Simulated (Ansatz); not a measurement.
**H8N2OSi2: a ladder of functionals and wavefunction methods**

How much do the methods differ for H8N2OSi2? The plan is to run it at one geometry with functionals of several rungs and with coupled cluster, and see how far each lands from CCSD(T) at the basis-set limit for the atomisation energy.

Program: Ansatz 0.2.0, Gaussian basis. Level of theory: functionals in def2-TZVPP, the program's frozen cores in correlated methods. These are calculated values, not measurements.

The runs, in order: LDA (SPW92), PBE-D4, revPBE-D4, BLYP-D4, r2SCAN-D4, B97M-V, PBE0-D4, B3LYP-D4, r2SCANh-D4, r2SCAN0-D4, HSE06-D4, BHLYP-D4, CAM-B3LYP-D4, LC-ωPBE, ωB97X-V, ωB97M-V, B2PLYP, PBE-QIDH; CCSD(T)/def2-SVP; CCSD(T)/def2-TZVPP; MP2/def2-QZVPP; extrapolation to the limit; RPA on PBE.

**1. Structure used throughout**

An earlier PBE0-D4 in a triple-zeta def2 set relaxation fixed the geometry.

SMILES `N[SiH2]O[SiH2]N`, 13 atoms, charge 0, spin multiplicity 1.

Atoms are counted from 1 here; the program's logs count them from 0.

Bond lengths: N1–Si2 1.704 Å, N1–H6 1.007 Å, N1–H7 1.007 Å, Si2–O3 1.635 Å, Si2–H8 1.484 Å, Si2–H9 1.484 Å, O3–Si4 1.635 Å, Si4–N5 1.704 Å, Si4–H10 1.484 Å, Si4–H11 1.484 Å, N5–H12 1.007 Å, N5–H13 1.007 Å. Angles: Si2–N1–H6 121.1°, Si2–N1–H7 121.1°, H6–N1–H7 111.4°, N1–Si2–O3 114.6°, N1–Si2–H8 107.2°, N1–Si2–H9 107.1°, O3–Si2–H8 108.0°, O3–Si2–H9 108.0°, H8–Si2–H9 112.0°, Si2–O3–Si4 152.0°, O3–Si4–N5 114.6°, O3–Si4–H10 108.0°, O3–Si4–H11 108.0°, N5–Si4–H10 107.2°, N5–Si4–H11 107.2°, H10–Si4–H11 112.0°, Si4–N5–H12 121.1°, Si4–N5–H13 121.1° and more.

**2. LDA**

This LDA is Slater exchange with PW92 correlation.

in.yaml

```yaml
crystal:
  periodic: [false, false, false]
  atoms:
    - {symbol: N, position_ang: [0.857079, 2.035970, -1.641435]}
    - {symbol: Si, position_ang: [-0.262627, 0.761396, -1.479156]}
    - {symbol: O, position_ang: [-0.155532, -0.061759, -0.071002]}
    - {symbol: Si, position_ang: [-0.608609, -1.269442, 0.933075]}
    - {symbol: N, position_ang: [0.301422, -1.374817, 2.370211]}
    - {symbol: H, position_ang: [0.737557, 2.899659, -1.138392]}
    - {symbol: H, position_ang: [1.828533, 1.853676, -1.832043]}
    - {symbol: H, position_ang: [-0.006727, -0.191256, -2.588195]}
    - {symbol: H, position_ang: [-1.619125, 1.357891, -1.559724]}
    - {symbol: H, position_ang: [-0.438608, -2.555161, 0.211239]}
    - {symbol: H, position_ang: [-2.020414, -1.033901, 1.325109]}
    - {symbol: H, position_ang: [0.168734, -0.715123, 3.118855]}
    - {symbol: H, position_ang: [1.238717, -1.741933, 2.366358]}
basis:
  gaussian: {orbitals: def2-TZVPP}
hamiltonian: {xc: lda}
output: {orbitals: {seedname: orbitals}}
```

Run with:

```
> ansatz run in.yaml --threads 2 --pin off --events-out ev --progress --plain --max-ram 32768MiB --backend cpu
```

After this run come: PBE-D4 (GGA); revPBE-D4 (GGA); BLYP-D4 (GGA); r2SCAN-D4 (meta-GGA); B97M-V (meta-GGA); B3LYP-D4 (hybrid); r2SCANh-D4 (hybrid); r2SCAN0-D4 (hybrid); HSE06-D4 (hybrid); BHLYP-D4 (hybrid); CAM-B3LYP-D4 (range-separated); LC-ωPBE (range-separated); ωB97X-V (range-separated); ωB97M-V (range-separated); B2PLYP (double hybrid); PBE-QIDH (double hybrid); CCSD(T) in def2-SVP; CCSD(T) in def2-TZVPP; MP2 in def2-QZVPP; RPA on PBE orbitals.

**Question.** What will the summary of the whole plan be? Wanted: atomisation energy, CCSD(T)/CBS; farthest beyond LDA; mean size of error, GGA; mean size of error, meta-GGA; mean size of error, hybrid; mean size of error, range-separated; mean size of error, double hybrid; gap, smallest and largest; T1 diagnostic.

**Answer**, as computed:

| quantity | value |
| --- | --- |
| atomisation energy, CCSD(T)/CBS | 1100.0 kcal/mol |
| functionals within 5.5 kcal/mol (0.5 %) | PBE-D4, BLYP-D4, B97M-V, B3LYP-D4, CAM-B3LYP-D4, ωB97X-V, ωB97M-V |
| farthest beyond LDA | BHLYP-D4 (-29.0 kcal/mol) |
| mean size of error, GGA | 11.6 kcal/mol |
| mean size of error, meta-GGA | 7.5 kcal/mol |
| mean size of error, hybrid | 18.3 kcal/mol |
| mean size of error, range-separated | 6.1 kcal/mol |
| mean size of error, double hybrid | 18.8 kcal/mol |
| gap, smallest and largest | 5.88 eV (BLYP-D4), 13.22 eV (LC-ωPBE) |
| T1 diagnostic | 0.0109 |
| triples share of the correlation energy | 3.4 % |

In words: The LDA atomisation energy is off by 134.4 kcal/mol (12 %): it overbinds. PBE-D4 misses by -2.1 kcal/mol. Double hybrids carry the basis error of their MP2 part in triple zeta, and no dispersion term here, so their miss is partly the set-up's. Taken by rung, range-separated functionals do best (6.1 kcal/mol on average) and double hybrid ones worst beyond LDA (18.8 kcal/mol). The gap between the best rungs is small, so their order is not settled. Misses under about 5.5 kcal/mol are within the doubt on the reference itself, which lacks core-valence correlation, relativity and higher excitations. Hartree-Fock recovers 71 % of the binding; the rest is correlation. CCSD(T) in def2-SVP is off by -98.6 kcal/mol, which most functionals beat. Orbital gaps span 5.9 to 13.2 eV; exact exchange widens them.
